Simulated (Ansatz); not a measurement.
# CsH2: the cost of one run

Computed with Ansatz 0.2.0 (DFT PBE, scalar-relativistic, plane waves, PAW, unless a step's input says otherwise).

## (1) Starting point

Symmetry: P4_2/mnm, No. 136, tetragonal system. Conventional cell: a = 5.750 Å, b = 5.750 Å, c = 3.704 Å, α = 90.00°, β = 90.00°, γ = 90.00°. Cs (site symmetry mmm) has 6 H at 2.43 to 2.49 Å as nearest neighbours. H (site symmetry m2m) is surrounded by 3 Cs at 2.43 to 2.49 Å.

Structure file:

```cif
data_structure
_symmetry_space_group_name_H-M 'P 1'
_symmetry_Int_Tables_number 1
_cell_length_a 5.7501
_cell_length_b 5.7501
_cell_length_c 3.7036
_cell_angle_alpha 90.000
_cell_angle_beta 90.000
_cell_angle_gamma 90.000
_cell_volume 122.45
loop_
_atom_site_label
_atom_site_type_symbol
_atom_site_fract_x
_atom_site_fract_y
_atom_site_fract_z
_atom_site_occupancy
Cs1 Cs 0.00000 0.00000 0.00000 1
Cs2 Cs 0.50000 0.50000 0.50000 1
H1 H 0.30600 0.30600 0.00000 1
H2 H 0.19400 0.80600 0.50000 1
H3 H 0.69400 0.69400 0.00000 1
H4 H 0.80600 0.19400 0.50000 1
```

(A quick probe on a coarse mesh, which set the mesh and smearing, is not shown.)

## (3) Coarse relaxation

Input file input.yaml:

```yaml
crystal:
  lattice:
    - [5.7500577788, 0.0, 0.0]
    - [0.0, 5.7500577788, 0.0]
    - [0.0, 0.0, 3.7036179729]
  atoms:
    - { symbol: Cs, position: [0.0, 0.0, 0.0] }
    - { symbol: Cs, position: [0.5, 0.5, 0.5] }
    - { symbol: H, position: [0.306, 0.306, 0.0] }
    - { symbol: H, position: [0.194, 0.806, 0.5] }
    - { symbol: H, position: [0.694, 0.694, 0.0] }
    - { symbol: H, position: [0.806, 0.194, 0.5] }
basis:
  ecutwfc: 420
kpoints:
  mp_grid: { grid: [4, 4, 6] }
hamiltonian:
  xc: pbe
scf:
  occupations: { method: gaussian, width: 0.1 }
  lower_state_search: "off"
output:
  forces: true
  stress: true
  eigenvalues: true
relax:
  adjacent_minimum: "off"
  f_tol: 0.04
  max_steps: 70
  cell: { stress_tol: 0.4 }
```

The run is started by

```console
$ ansatz run input.yaml --threads 1 --pin off --max-ram 2560MiB --backend cpu --events-out ev --progress --plain --runs-dir out
```

**Question.** How long does this run take on 1 thread of Arm Neoverse V1, shared host, and how much memory does it need?

About 44 s, with a peak of 0.41 GiB.
